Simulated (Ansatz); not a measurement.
This script makes an equation of state with a fit of LaH₃, space group Fm-3m with Ansatz 0.2.0, Python API.

`lah3.py`:
```python
"""Energy against volume for LaH3, with a fit."""

import warnings

import ansatz as az
import numpy as np
from scipy.optimize import curve_fit

VECTORS = np.array([
    [0.0, 2.786479, 2.786479],
    [2.786479, 0.0, 2.786479],
    [2.786479, 2.786479, 0.0],
])
SITES = [
    ("La", (0.0, 0.0, 0.0)),
    ("H", (0.5, 0.5, 0.5)),
    ("H", (0.75, 0.75, 0.75)),
    ("H", (0.25, 0.25, 0.25)),
]


def make_crystal(cell):
    crystal = az.Crystal(lattice=az.Lattice.of(cell))
    for symbol, position in SITES:
        crystal = crystal.atom(symbol, position)
    return crystal

def vinet(v, e0, v0, b0, b1):
    eta = (v / v0) ** (1 / 3)
    return e0 + 2 * b0 * v0 / (b1 - 1) ** 2 * (2 - (5 + 3 * b1 * (eta - 1) - 3 * eta) * np.exp(-1.5 * (b1 - 1) * (eta - 1)))

warnings.simplefilter("ignore", az.DeckWarning)

# scale the volume, keep shape and fractions
volumes, energies, pressures = [], [], []
for scale in np.linspace(0.9, 1.1, 9):
    cell = VECTORS * scale ** (1 / 3)
    job = (
        make_crystal(cell).calculation()
        .functional("r2scan")
        .pseudopotentials("paw")
        .occupations("Methfessel-Paxton")
        .scf(tolerance=1e-08)
        .basis(600)
        .kpoints(7, 7, 7)
        .stress()
    )
    rep = job.run(threads=1).report
    volumes.append(abs(np.linalg.det(cell)) / len(SITES))
    energies.append(rep["free_energy_ev"] / len(SITES))
    pressures.append(np.trace(rep["stress_gpa"]) / 3)
    print(f"V = {volumes[-1]:8.4f} A^3/atom  F = {energies[-1]:.5f} eV/atom  P = {pressures[-1]:8.3f} GPa")

guess = (min(energies), volumes[int(np.argmin(energies))], 0.5, 4.5)
(e0, v0, b0, b1), _ = curve_fit(vinet, np.array(volumes), np.array(energies), p0=guess, maxfev=20000)
print(f"Vinet fit: V0 = {v0:.4f} A^3/atom, B0 = {160.21766 * b0:.1f} GPa, B1 = {b1:.2f}")
print("largest residual", round(1000 * float(np.abs(vinet(np.array(volumes), e0, v0, b0, b1) - energies).max()), 3), "meV/atom")
```

From its runs, with one value withheld:

| V (Å³/atom) | F less the lowest row shown (meV/atom) |
| --- | --- |
| 9.736 | 32.25 |
| 10.006 | 17.39 |
| 10.277 | 7.42 |
| 10.547 | 1.78 |
| 10.818 | 0.00 |
| 11.088 | 1.64 |
| 11.359 | 6.33 |
| 11.629 | 13.72 |
| 11.900 | ? |

What is the missing energy at 11.900 Å³ an atom?

A third-order Birch-Murnaghan fit, E = E0 + (9 V0 B0 / 16) [(t - 1)³ B' + (t - 1)² (6 - 4t)] with t = (V0/V)^(2/3), through the 8 rows shown gives V0 = 10.818 Å³, B0 = 81.0 GPa, B' = 3.70 and E0 = 0.00 meV. At V = 11.900 Å³, t = 0.93846, and the fit extrapolates to 23.53 meV. The run gave 23.51 meV, a miss of 0.02 meV.

Notes:
- The program warned that this SCF threshold is loose for forces or stresses.
- Pressure is positive in compression.
- The structure comes from a database of computed cells and needn't be a stable or known phase.
- The script silences the warnings on its input, which a real study should read.
- Wall time of the script: 27 s on 1 thread of Arm Neoverse V1 (shared host), peak memory 0.64 GiB.
